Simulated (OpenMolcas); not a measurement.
# Sc²⁺ among point charges: CASSCF levels and susceptibility

How does a field of 5 point charges split the states of Sc²⁺, and what χT follows?

Program: OpenMolcas 26.06. Level of theory: state-averaged CASSCF, spin-orbit coupling by RASSI with atomic mean-field integrals. These are calculated values, not measurements, unless marked.

1 further run of the same task is left out (it didn't finish).

## 1. The system

```
Species                           : Sc²⁺ (scandium, Z = 21, 19 electrons)
Basis                             : ANO-RCC-VDZP [5s4p2d1f], 34 functions
Scalar Hamiltonian                : DKH2, point nucleus
Inactive shells                   : 1s 2s 2p 3s 3p
Active space                      : 1 electron in 5 orbitals (3d)
Some configurations of this space : 3d
Orbitals                          : optimised for each spin and parity, averaged over all roots
```

Outer shells as boxes (Hund's rule):

3d
```
3d [↑ ][  ][  ][  ][  ]
```

The ion sits among 5 point charges of -2 e arranged as a trigonal bipyramid (D3h), 1.59 Å from the ion, with the axial distance 1.876 Å. The active orbitals were held to one l.

Each step is its own input file, run in one work folder so that later steps find the files of earlier ones. Labels, J, g values, rates, χT and fits are worked out afterwards by a script from the matrices that RASSI stores.

## 2. One- and two-electron integrals

File a.inp:

```
&GATEWAY
Coord
1

Sc 0.0 0.0 0.0
Basis=ANO-RCC-VDZP
Group=NoSym
NoMove
AngMom=0.0 0.0 0.0
AMFI
XField
5 Angstrom 0
1.590000 0.000000 0.000000 -2.000000
-0.795000 1.376980 0.000000 -2.000000
-0.795000 -1.376980 0.000000 -2.000000
0.000000 0.000000 1.876200 -2.000000
0.000000 0.000000 -1.876200 -2.000000
&SEWARD
```

The run is started by

```console
$ OMP_NUM_THREADS=1 MOLCAS_MEM=1689 MOLCAS_PROJECT=a pymolcas a.inp > a.log
```

## 3. CASSCF: doublets, 5 roots

File a.inp:

```
&RASSCF
FileOrb=start.orb
Symmetry=1
Spin=2
nActEl=1 0 0
Inactive=9
Ras2=5
CIRoot=5 5 1
SDav=5
CIMx=300
Iter=120 100
PrWF=0.3
OrbListing=Nothing
MaxOrb=0
SupSym
1
10 10 11 12 13 14 23 24 25 26 27
>>> COPY $Project.JobIph JOB001
```

start.orb holds the contracted functions of the basis, ordered by shell, or the orbitals of the step before.

## 4. State interaction with spin-orbit coupling

File a.inp:

```
&RASSI
NrOfJobIphs=1 5
1 2 3 4 5
IphNames
JOB001
EJob
SpinOrbit
DIPRint=1.0
SOCoupling=1000.0
Subsets=2
Property=9
'ANGMOM' 1 'ANGMOM' 2 'ANGMOM' 3 'MLTPL  1' 1 'MLTPL  1' 2 'MLTPL  1' 3
'AMFI' 1 'AMFI' 2 'AMFI' 3
SOProperty=3
'ANGMOM' 1 'ANGMOM' 2 'ANGMOM' 3
```

What does the calculation give? Wanted: spin-free ground state; first state of the same spin within the active space; lowest level; next level.

**Answer**, as computed:

| quantity | value |
| --- | --- |
| method | CASSCF |
| spin-free ground state | 2E, 2-fold in its orbital part |
| first state of the same spin within the active space | 2E at 23400 cm⁻¹ |
| lowest level | 2-fold E1/2, g = 0.00, 0.01, 0.01 |
| next level | 32.3 cm⁻¹ |
| χT at 300 K | 0.49 cm³ K/mol |
| effective moment at 300 K | 1.97 μB |

**Reading.** The spin-free ground state (2E) comes to 100 % from free-ion D terms and keeps the highest spin of the shell. χT at 300 K is 0.49, against 0.38 cm³ K/mol for the spin alone, so orbital moment adds to it. The field of point charges can differ much from that of real complexes. This is an electrostatic model: the charges have no orbitals.
